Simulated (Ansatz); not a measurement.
**FH₅N₂OTi: a ladder of functionals and wavefunction methods**

An exercise on one series of results from a longer session: the logs are not shown, and one member is left open.

Program: Ansatz 0.2.0, Gaussian basis. Level of theory: functionals in def2-TZVPP, the program's frozen cores in correlated methods. These are calculated values, not measurements.

Plan: LDA (SPW92), PBE-D4, revPBE-D4, BLYP-D4, r2SCAN-D4, B97M-V, PBE0-D4, B3LYP-D4, r2SCANh-D4, r2SCAN0-D4, HSE06-D4, BHLYP-D4, CAM-B3LYP-D4, LC-ωPBE, ωB97X-V, ωB97M-V, B2PLYP, PBE-QIDH; CCSD(T)/def2-SVP; CCSD(T)/def2-TZVPP; MP2/def2-QZVPP; extrapolation to the limit; RPA on PBE.

## Structure used throughout

All runs share one geometry, relaxed beforehand with PBE0-D4 in a triple-zeta def2 set.

SMILES `[NH2][Ti]([NH2])([OH])[F]`, 10 atoms, charge 0, spin multiplicity 1.

Atoms are counted from 1 here; the program's logs count them from 0.

Bond lengths: N1–Ti2 1.874 Å, N1–H6 1.011 Å, N1–H7 1.010 Å, Ti2–N3 1.879 Å, Ti2–O4 1.798 Å, Ti2–F5 1.778 Å, N3–H8 1.011 Å, N3–H9 1.009 Å, O4–H10 0.957 Å. Angles: Ti2–N1–H6 124.4°, Ti2–N1–H7 124.0°, H6–N1–H7 110.5°, N1–Ti2–N3 106.4°, N1–Ti2–O4 106.8°, N1–Ti2–F5 113.4°, N3–Ti2–O4 110.9°, N3–Ti2–F5 107.5°, O4–Ti2–F5 111.7°, Ti2–N3–H8 123.7°, Ti2–N3–H9 125.4°, H8–N3–H9 110.6°, Ti2–O4–H10 131.0°.

Set-up of the first run:

Contents of in.yaml:

```yaml
crystal:
  periodic: [false, false, false]
  atoms:
    - {symbol: N, position_ang: [-1.217182, 0.889753, -0.719553]}
    - {symbol: Ti, position_ang: [0.201743, 0.342483, 0.376064]}
    - {symbol: N, position_ang: [0.084979, -1.528905, 0.498276]}
    - {symbol: O, position_ang: [1.719299, 0.837355, -0.451833]}
    - {symbol: F, position_ang: [0.112199, 0.994089, 2.027877]}
    - {symbol: H, position_ang: [-2.174567, 0.985632, -0.409477]}
    - {symbol: H, position_ang: [-1.099045, 1.302419, -1.633867]}
    - {symbol: H, position_ang: [0.511570, -2.070739, 1.237540]}
    - {symbol: H, position_ang: [-0.482614, -2.118651, -0.091324]}
    - {symbol: H, position_ang: [2.426818, 0.315365, -0.830704]}
basis:
  gaussian: {orbitals: def2-TZVPP}
hamiltonian: {xc: lda}
output: {orbitals: {seedname: orbitals}}
```

Launch:

```console
> ansatz run in.yaml --threads 4 --pin off --events-out ev --progress --plain --max-ram 10444MiB
```

Among the steps run: LDA; PBE-D4 (GGA); revPBE-D4 (GGA); BLYP-D4 (GGA); r2SCAN-D4 (meta-GGA); B97M-V (meta-GGA); PBE0-D4 (hybrid); B3LYP-D4 (hybrid); r2SCANh-D4 (hybrid); r2SCAN0-D4 (hybrid); HSE06-D4 (hybrid); BHLYP-D4 (hybrid); CAM-B3LYP-D4 (range-separated); LC-ωPBE (range-separated); ωB97X-V (range-separated); ωB97M-V (range-separated); B2PLYP (double hybrid); PBE-QIDH (double hybrid).

One of the session's tables, all rows but one given; the rest of the session is left out.

It belongs to the step «Frontier levels by functional». 

| functional | HOMO (eV) | gap (eV) |
| --- | --- | --- |
| LDA (SPW92) | -6.27 | 3.69 |
| PBE-D4 | -6.07 | 3.73 |
| revPBE-D4 | -5.99 | 3.74 |
| BLYP-D4 | -5.96 | 3.69 |
| r2SCAN-D4 | -6.36 | 4.13 |
| B97M-V | -6.41 | 4.18 |
| PBE0-D4 | -7.47 | 6.17 |
| B3LYP-D4 | -7.24 | 5.62 |
| r2SCANh-D4 | -6.89 | 5.05 |
| r2SCAN0-D4 | ? | ? |
| HSE06-D4 | -7.06 | 5.37 |
| BHLYP-D4 | -8.80 | 8.67 |
| CAM-B3LYP-D4 | -8.92 | 8.73 |
| LC-ωPBE | -10.30 | 11.33 |
| ωB97X-V | -9.92 | 10.91 |
| ωB97M-V | -9.84 | 10.79 |

Q: Estimate the row for r2SCAN0-D4 from the others.

Worked estimate for «HOMO (eV)». Against the share of exact exchange, r2SCAN-D4 (0, -6.36), r2SCANh-D4 (0.1, -6.89) give a slope of -5.30 per unit share; at 0.25 the line stands at -7.68.

The run gave: HOMO (eV): -7.69; gap (eV): 6.46. In «HOMO (eV)» the line misses by +0.01.
